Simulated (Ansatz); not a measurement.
# AsBF3H3: the cost of one run

Computed with Ansatz 0.2.0. Level: RKS PBE-D4/def2-SVPD.

2 further runs of the same task are left out: 2 set aside as unsound or not needed.

## 1. Where the work starts

8 atoms, charge 0, spin multiplicity 1.

Atoms are counted from 1 here; the program's logs count them from 0.

Bond lengths: F1–B2 1.336 Å, B2–F3 1.335 Å, B2–F4 1.336 Å, As5–H6 1.534 Å, As5–H7 1.534 Å, As5–H8 1.534 Å. Angles: F1–B2–F3 119.6°, F1–B2–F4 119.6°, F3–B2–F4 119.6°, H6–As5–H7 93.3°, H6–As5–H8 93.3°, H7–As5–H8 93.3°.

As a file:

```
F     0.5005   -1.4930    1.6216
B     1.0062   -1.3842    0.3902
F     0.5120   -2.1384   -0.5950
F     2.1499   -0.7205    0.2030
As   -0.6623    0.9260   -0.2816
H    -0.5876    2.2482    0.4917
H    -0.6319    1.6208   -1.6483
H    -2.1946    0.8841   -0.2375
```

## 2. Relaxation

input.yaml reads:

```yaml
crystal:
  periodic: [false, false, false]
  atoms:
    - { symbol: F, position_ang: [0.50051, -1.492998, 1.621585] }
    - { symbol: B, position_ang: [1.006183, -1.384234, 0.390197] }
    - { symbol: F, position_ang: [0.512004, -2.138372, -0.594975] }
    - { symbol: F, position_ang: [2.149909, -0.720518, 0.203045] }
    - { symbol: As, position_ang: [-0.662272, 0.925981, -0.281562] }
    - { symbol: H, position_ang: [-0.587643, 2.248165, 0.491695] }
    - { symbol: H, position_ang: [-0.631885, 1.620844, -1.648326] }
    - { symbol: H, position_ang: [-2.194607, 0.884131, -0.237459] }
basis:
  gaussian: { orbitals: def2-SVPD }
hamiltonian:
  xc: pbe
  dispersion: d4
output:
  forces: true
relax:
  f_tol: 0.003
  max_steps: 120
```

Command:

```console
$ ansatz run input.yaml --threads 1 --pin off --max-ram 2560MiB --backend cpu --events-out ev --progress --plain --runs-dir out
```

Q: Estimate wall time and peak memory on 1 thread of Arm Neoverse V2, shared host.

About 34 s, with a peak of 0.18 GiB.
